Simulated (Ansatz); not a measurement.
# TaPtSe4: the cost of one run

Computed with Ansatz 0.2.0 (DFT PBE, scalar-relativistic, plane waves, PAW, unless a step's input says otherwise).

## 1. The structure to begin with

Symmetry: F-43m, No. 216, cubic system. The conventional cell has a = 8.086 Å, b = 8.086 Å, c = 8.086 Å, α = 90.00°, β = 90.00°, γ = 90.00°. Around Ta (site symmetry -43m) lie 12 Se at 3.35 Å and 4 Pt at 3.50 Å. Pt (site symmetry -43m) is surrounded by 12 Se at 3.35 Å and 4 Ta at 3.50 Å. Se (site symmetry 3m) has 6 Se at 2.84 to 2.88 Å and 3 Pt at 3.35 Å and 3 Ta at 3.35 Å as nearest neighbours.

As a file:

```
Ta Pt Se
1.0
     0.00000    4.04315    4.04315
     4.04315    0.00000    4.04315
     4.04315    4.04315    0.00000
Ta Pt Se
1 1 4
Cartesian
  2.0216 2.0216 2.0216
  0.0000 0.0000 0.0000
  5.0603 3.0260 3.0260
  3.0260 5.0603 3.0260
  3.0260 3.0260 5.0603
  5.0603 5.0603 5.0603
```

A structure generator made this guess: species swapped into a database cell of HoCu4Au (F-43m, No. 216), with Ta on the Ho sites, Se on the Cu sites and Pt on the Au sites. Lengths come from tabulated atomic sizes and are only a guess.

## 2. A first look at the guess

input.yaml reads:

```yaml
crystal:
  lattice:
    - [0.0, 4.04314869, 4.04314869]
    - [4.04314869, 0.0, 4.04314869]
    - [4.04314869, 4.04314869, 0.0]
  atoms:
    - { symbol: Ta, position: [0.25, 0.25, 0.25] }
    - { symbol: Pt, position: [0.0, 0.0, 0.0] }
    - { symbol: Se, position: [0.12264591, 0.6257847, 0.6257847] }
    - { symbol: Se, position: [0.6257847, 0.12264591, 0.6257847] }
    - { symbol: Se, position: [0.6257847, 0.6257847, 0.12264591] }
    - { symbol: Se, position: [0.6257847, 0.6257847, 0.6257847] }
basis:
  ecutwfc: 420
kpoints:
  mp_grid: { grid: [4, 4, 4] }
hamiltonian:
  xc: pbe
scf:
  occupations: { method: gaussian, width: 0.1 }
  lower_state_search: "off"
output:
  forces: true
  stress: true
  eigenvalues: true
```

The run is started by

```console
$ ansatz run input.yaml --threads 1 --pin off --max-ram 2048MiB --backend cpu --events-out ev --progress --plain --runs-dir out
```

Q: Estimate wall time and peak memory on 1 thread of Arm Neoverse V2, shared host.

About 4.2 s, with a peak of 0.38 GiB.
